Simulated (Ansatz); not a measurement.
Predict the output of the script below (the Ansatz DFT code, driven from Python).

`vcrelax.py`
```python
"""Variable-cell relaxation of Rb3ClO."""

import json
import warnings

import ansatz as az
from ase import Atoms
from ase.data import atomic_numbers
from ase.io import write
import numpy as np
import spglib

def edges_and_angles(cell):
    cell = np.asarray(cell)
    a, b, c = np.linalg.norm(cell, axis=1)
    cosines = cell[1] @ cell[2] / (b * c), cell[0] @ cell[2] / (a * c), cell[0] @ cell[1] / (a * b)
    return (a, b, c, *np.degrees(np.arccos(cosines)))

warnings.simplefilter("ignore", az.DeckWarning)

lattice = az.Lattice.of(
    [5.533679, 0.0, 0.0],
    [0.0, 5.533679, 0.0],
    [0.0, 0.0, 5.533679],
)
sites = [
    ("Rb", [0.0, 0.0, 0.5]),
    ("Rb", [0.0, 0.5, 0.0]),
    ("Rb", [0.5, 0.0, 0.0]),
    ("Cl", [0.5, 0.5, 0.5]),
    ("O", [0.0, 0.0, 0.0]),
]
crystal = az.Crystal(lattice=lattice)
for symbol, position in sites:
    crystal = crystal.atom(symbol, position)

# only the volume may change
calculation = crystal.calculation()
calculation = calculation.scf(tolerance=1e-06)
calculation = calculation.mixing("broyden").occupations(az.OccupationsMethod.COLD, width=0.01)
calculation = calculation.kpoints(3, 3, 3)
calculation = calculation.functional("lda")
calculation = calculation.relax(max_displacement=0.3, fix_cell=["shape"]).band_table()
res = calculation.run(threads=1, backend="cpu", events_out="events.ndjson")
with open("events.ndjson") as stream:
    events = [json.loads(line) for line in stream]
steps = [e["data"] for e in events if e["event"] == "relax_step"]
rep = res.report
for s in steps:
    flag = "" if s["accepted"] else "  (rejected)"
    print("step %2d  E = %.5f eV  largest force component = %.4f eV/A%s" % (s["step"], s["lagrangian_ev"], s["allowed_force_max_ev_ang"], flag))

first, last = steps[0], steps[-1]
symbols = [site.symbol for site in res.lattice.sites]
print(f"energy gained {first['lagrangian_ev'] - last['lagrangian_ev']:.4f} eV in {len(steps) - 1} steps")
for label, vectors in (("before", first["cell_ang"]), ("after", res.lattice.cell_ang)):
    print(label, "a b c (A) {:.4f} {:.4f} {:.4f}  angles {:.2f} {:.2f} {:.2f}".format(*edges_and_angles(vectors)), f" V = {abs(np.linalg.det(vectors)):.3f} A^3")
print("final stress xx yy zz (GPa, compression positive):", np.round(np.diag(rep["stress_gpa"]), 3) + 0.0)

print("relaxed fractional positions")
for site in res.lattice.sites:
    print(f"  {site.symbol:2s}", " ".join(f"{v % 1:8.5f}" for v in np.round(site.position_frac, 5)))

relaxed = Atoms(symbols, positions=[site.position_ang for site in res.lattice.sites], cell=res.lattice.cell_ang, pbc=True)
write("relaxed.vasp", relaxed, format="vasp")

fractions = [site.position_frac for site in res.lattice.sites]
numbers = [atomic_numbers[s] for s in symbols]
for tolerance in (1e-3, 1e-2, 1e-1):
    print(f"space group at {tolerance} A:", spglib.get_spacegroup((res.lattice.cell_ang, fractions, numbers), symprec=tolerance))

energy = rep["free_energy_ev"]
print("Rb3ClO: {:.6f} eV = {:.6f} Ry = {:.6f} Ha".format(energy, energy / 13.605693, energy / 27.211386))
print("Fermi level {:.4f} eV, {} k-points, {} symmetry operations".format(rep["fermi_energy_ev"], rep["n_kpoints"], rep["n_symmetry_ops"]))

fermi = rep["fermi_energy_ev"]
print("levels less the Fermi level (eV) at the first k-points")
for k, levels in list(zip(rep["kpoints_frac"], rep["eigenvalues_ev"]))[:3]:
    print("k = ({:.3f}, {:.3f}, {:.3f})".format(*k))
    print("   ", " ".join(f"{e - fermi:.3f}" for e in levels))
```

Output of `python vcrelax.py`:
```text
step  1  E = -11115.62174 eV  largest force component = 0.0000 eV/A
step  2  E = -11115.79455 eV  largest force component = 0.0000 eV/A
step  3  E = -11115.82480 eV  largest force component = 0.0000 eV/A
step  4  E = -11115.82527 eV  largest force component = 0.0000 eV/A
step  5  E = -11115.81791 eV  largest force component = 0.0000 eV/A
step  6  E = -11115.81872 eV  largest force component = 0.0000 eV/A
step  7  E = -11115.81788 eV  largest force component = 0.0000 eV/A
energy gained 0.1961 eV in 6 steps
before a b c (A) 5.5337 5.5337 5.5337  angles 90.00 90.00 90.00  V = 169.450 A^3
after a b c (A) 5.2738 5.2738 5.2738  angles 90.00 90.00 90.00  V = 146.679 A^3
final stress xx yy zz (GPa, compression positive): [-0.007 -0.007 -0.007]
relaxed fractional positions
  Rb  0.00000  0.00000  0.50000
  Rb  0.00000  0.50000  0.00000
  Rb  0.50000  0.00000  0.00000
  Cl  0.50000  0.50000  0.50000
  O   0.00000  0.00000  0.00000
space group at 0.001 A: Pm-3m (221)
space group at 0.01 A: Pm-3m (221)
space group at 0.1 A: Pm-3m (221)
Rb3ClO: -11115.817878 eV = -816.997552 Ry = -408.498776 Ha
Fermi level 5.6833 eV, 4 k-points, 48 symmetry operations
levels less the Fermi level (eV) at the first k-points
k = (0.000, 0.000, 0.000)
    -27.328 -27.129 -27.129 -15.933 -14.821 -11.935 -11.935 -11.935 -11.403 -11.403 -11.403 -10.886 -10.886 -10.886 -4.270 -4.270 -4.270 -0.137 -0.137 -0.137 0.122 1.755 1.755 3.118 3.118
k = (0.000, 0.000, 0.333)
    -27.286 -27.169 -27.128 -15.944 -15.020 -11.804 -11.804 -11.673 -11.470 -11.470 -11.435 -10.966 -10.966 -10.706 -4.579 -4.340 -4.340 -1.042 -0.229 -0.229 1.266 2.337 2.615 3.592 4.099
k = (0.000, 0.333, 0.333)
    -27.250 -27.176 -27.154 -15.946 -15.211 -11.822 -11.671 -11.611 -11.560 -11.483 -11.206 -11.100 -10.771 -10.687 -4.538 -4.440 -4.407 -1.167 -1.115 -0.322 2.130 3.124 3.174 4.278 4.329
```

File `relaxed.vasp` afterwards:
```text
Rb Cl O
 1.0000000000000000
     5.2737819799643564   -0.0000000000000000    0.0000000000000000
    -0.0000000000000000    5.2737819799643564    0.0000000000000000
     0.0000000000000000    0.0000000000000000    5.2737819799643564
 Rb  Cl  O
   3   1   1
Cartesian
  0.0000000000000000  0.0000000000000000  2.6368909899821782
  0.0000000000000000  2.6368909899821782 -0.0000000000000000
  2.6368909899821782 -0.0000000000000000 -0.0000000000000000
  2.6368909899821782  2.6368909899821782  2.6368909899821782
  0.0000000000000000  0.0000000000000000 -0.0000000000000000
```

These settings explore the input space; cutoff and mesh may be short of convergence. Forces vanish by symmetry, so the ions can't move, and the end may be a saddle. The computed bands are complete only to about 3.1 eV above the Fermi level. An absolute Fermi energy rests on an arbitrary zero of the periodic potential and has no direct meaning. Energies along a relaxation are free energies. Rows at an unchanged volume are solved on a plane-wave basis chosen afresh for that cell, so the energy jumps there and such rows are no steps of the walk. The program warned that this SCF threshold is loose for forces or stresses. The gap on the mesh is very small: a semilocal functional closes or nearly closes the gap of many narrow semiconductors. In a crystal with a gap the Fermi level's place inside it depends on smearing and mesh. This cell is a computed structure, which may not be the phase found in nature. Levels are Kohn-Sham eigenvalues on this mesh, without spin-orbit coupling. The script silences the warnings on its input, which a real study should read. It ran for 7.5 s on 1 thread of AMD EPYC 7B13 (Zen 3), with other jobs on the host, peak memory 0.48 GiB.

(Lines on the test bed's own set-up are left out of the output.)
